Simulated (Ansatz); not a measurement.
The system is Hf2Pd2Se2Br2O3.

```
CELL_PARAMETERS angstrom
7.58666 -1.70971 -1.17576
7.58666 1.70971 -1.17576
-2.02446 0.00000 13.05155
ATOMIC_POSITIONS crystal
Hf 0.94514 0.94514 0.06144
Hf 0.60628 0.60628 0.28309
Pd 0.17920 0.17920 0.50964
Pd 0.32286 0.32286 0.74307
Se 0.92232 0.92232 0.84566
Se 0.78991 0.78991 0.58800
Br 0.58645 0.58645 0.04520
Br 0.24604 0.24604 0.28651
O 0.59701 0.59701 0.42127
O 0.38554 0.38554 0.07302
O 0.03094 0.03094 0.22169
```

The cell was built by a generator and needn't be a form met in nature.

Base run:

| Item | Value |
| --- | --- |
| Program | Ansatz 0.2.0 |
| Functional | PBE |
| Potentials or basis | Ansatz PAW |
| Cutoff | 420 eV (not typed: the program's choice for these potentials) |
| k mesh | 8 × 8 × 2 |
| Occupations | fermi-dirac, width 0.05 eV |
| Spin | no spin polarisation |
| Hubbard terms | Hf d U = 2 eV, Pd d U = 2 eV |

Its results: band gap on the k mesh 1.06 eV, indirect (least direct gap 1.09 eV); pressure 0.6 GPa; largest force 0.183 eV/Å.

Q: The run is repeated on the same cell with these changes: hubbard terms from Hf d U = 2 eV, Pd d U = 2 eV to none; hubbard projectors from ortho-atomic (the default) to none. What comes out?

A: Band gap on the k mesh 0.84 eV, indirect (least direct gap 0.88 eV); pressure 0.0 GPa; largest force 0.006 eV/Å.

The U term pushes filled and empty states of the shell apart.

Caveats: spin-orbit coupling is left out, which moves the levels of the heavy elements.

A k mesh can miss the band edges.
